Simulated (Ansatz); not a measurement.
This script drives the Ansatz DFT code, driven from Python.

The script reads `POSCAR`:
```text
Eu3Mg
1.0
   5.29907340    0.00000000    0.00000000
   0.00000000    5.29907340    0.00000000
   0.00000000    0.00000000    5.29907340
Eu Mg
3 1
Direct
   0.50000000    0.50000000    0.00000000
   0.50000000    0.00000000    0.50000000
   0.00000000    0.50000000    0.50000000
   0.00000000    0.00000000    0.00000000
```

`eu3mg.py`
```python
'''Functional comparison for Eu3Mg (totals differ with the potentials too).'''

import csv

import ansatz as az
from ase.io import read

atoms = read('POSCAR', format='vasp')
crystal = az.Crystal.from_ase(atoms).moments(Eu=7)

calc = (
    crystal.calculation()
    .scf(tolerance=1e-09)
    .basis(450)  # a bare number is in eV
    .occupations('Fermi-Dirac')  # the run then minimises F = E - TS
    .kpoints(4)  # the mesh must be finer for metals
    .spin(az.SpinTreatment.COLLINEAR)
    .forces()  # eV per angstrom
    .stress()  # positive in compression
)

rows = []
for value in ['lda', 'pbesol', 'blyp']:
    report = calc.functional(value).run(threads=1).report
    rows.append((value, report['free_energy_ev'] / len(report['lattice']['sites']), report['n_iterations'], sum(report['stress_gpa'][i][i] for i in range(3)) / 3, max(abs(f) for row in report['forces_ev_ang'] for f in row), report['magnetization_mub'], report['n_kpoints']))

with open('xc.csv', 'w', newline='') as handle:
    writer = csv.writer(handle)
    writer.writerow(['functional', 'F/atom (eV)', 'iterations', 'P (GPa)', 'max component (eV/A)', 'moment (muB)', 'k-points'])
    writer.writerows([round(v, 5) if isinstance(v, float) else v for v in row] for row in rows)
print(open('xc.csv').read())
```

It is started by `python eu3mg.py`. Estimate its wall time and peak memory on 1 thread of Arm Neoverse V1, on a shared host.

It took about 64 s, with a peak of 0.66 GiB, for 3 runs of the engine.

`python eu3mg.py` gives:
```text
DeckWarning: output.stress: scf.convergence.dr2_threshold = 1e-9 eV is looser than the 4e-10 eV advised for a printed stress (1e-10 eV for each atom of the cell: 4). What an SCF threshold leaves in a stress goes as its square root, and in the free energy as the threshold itself, and one threshold admits the most on a small cell: of the crystals measured, under no hybrid functional and no lock of the moments, on runs that ended without the residual-converged pass, on stresses that held no [...]
functional,F/atom (eV),iterations,P (GPa),max component (eV/A),moment (muB),k-points
lda,-6899.63637,14,-2.84828,0.0,22.51463,10
pbesol,-6976.36933,14,-1.62696,0.0,22.70477,10
blyp,-7072.28964,14,0.69922,0.0,22.22915,10
```
(Warnings from the package without file and line, shortened.)

From lowest to highest: LDA (-2.8 GPa), PBEsol (-1.6 GPa) and BLYP (0.7 GPa). At a fixed cell a lower pressure usually means a smaller equilibrium volume, so LDA prefers the smallest cell and BLYP the largest.

Reading the output:
- Open f shells: without a Hubbard U, without spin-orbit coupling; the state reached hangs on the start and needn't be the lowest.
- BLYP can be off by several per cent in the lattices of metals, and by several GPa in the pressure at a fixed cell.
- For a metal this k-point mesh is coarse: on a finer one energies can move by several to tens of meV an atom and pressures by half a GPa or more, differences at one mesh by less.
- The overall sign of a collinear moment is arbitrary, and semilocal functionals can give small moments to compounds that are paramagnetic.
- Forces vanish by symmetry here and test nothing.
- Pressure is positive in compression.
- This cell is a computed structure, which may not be the phase found in nature.
- Total energies of different functionals can't be compared; pressures, moments and gaps at this one structure can.
